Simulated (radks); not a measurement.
**Te²⁺ in [Kr] 4d10 5s2 5p2: an all-electron calculation**

The task here is to estimate one member of a computed series from the others.

The numbers are computed with radks (a radial shooting solver on a logarithmic mesh, Libxc functionals) version 1 (Dirac Kohn-Sham, revPBE, spin-unpolarised, spherical densities, point nucleus; open shells fill j = l - 1/2 first), except any that are marked as measured or tabulated.

**The atom as given**

- element: tellurium (Z = 52)
- charge: +2
- electrons: 50
- configuration: [Kr] 4d10 5s2 5p2

The first run:

The run's settings:

```text
Z 52
configuration [Kr] 4d10 5s2 5p2
relativity Dirac
functional pbe_r,pbe
spin unpolarised
j_filling energy
nucleus point
c 137.035999084
```

Command:

```console
$ python run_ks.py task.json out
```

All runs below come from this command, one after another.

One of the session's tables, all rows but one given; the rest of the session is left out.

It belongs to the step «Orbitals and density». From the orbitals of this run (lengths in bohr):

```
level      <r>  outermost maximum (interpolated)  90 % within  nodes
1s1/2  0.02781                            0.0179       0.0500      0
2s1/2   0.1194                             0.101        0.185      1
2p1/2   0.1008                            0.0780        0.165      0
2p3/2   0.1064                            0.0827        0.173      0
3s1/2   0.3218                             0.293        0.473      2
3p1/2   0.3122                             0.279        0.470      1
3p3/2   0.3236                             0.290        0.486      1
3d3/2   0.2946                             0.236        0.464      0
3d5/2   0.2982                             0.239        0.469      0
4s1/2   0.7646                             0.701         1.10      3
4p1/2   0.8014                             0.722         1.17      2
4p3/2   0.8299                             0.746         1.22      2
4d3/2   0.9614                             0.806         1.47      1
4d5/2   0.9733                             0.815         1.49      1
5s1/2    1.980                              1.76         2.86      4
5p1/2    2.294                              2.00         3.36      3
5p3/2        ?                                 ?            ?      ?
```

Q: Estimate the row for 5p3/2 from the others.

The run gave: <r>: 2.375; outermost maximum (interpolated): 2.07; 90 % within: 3.47; nodes: 3. In the column «<r>» it is the highest.

To keep in mind: Spin polarisation and multiplet splitting are left out.
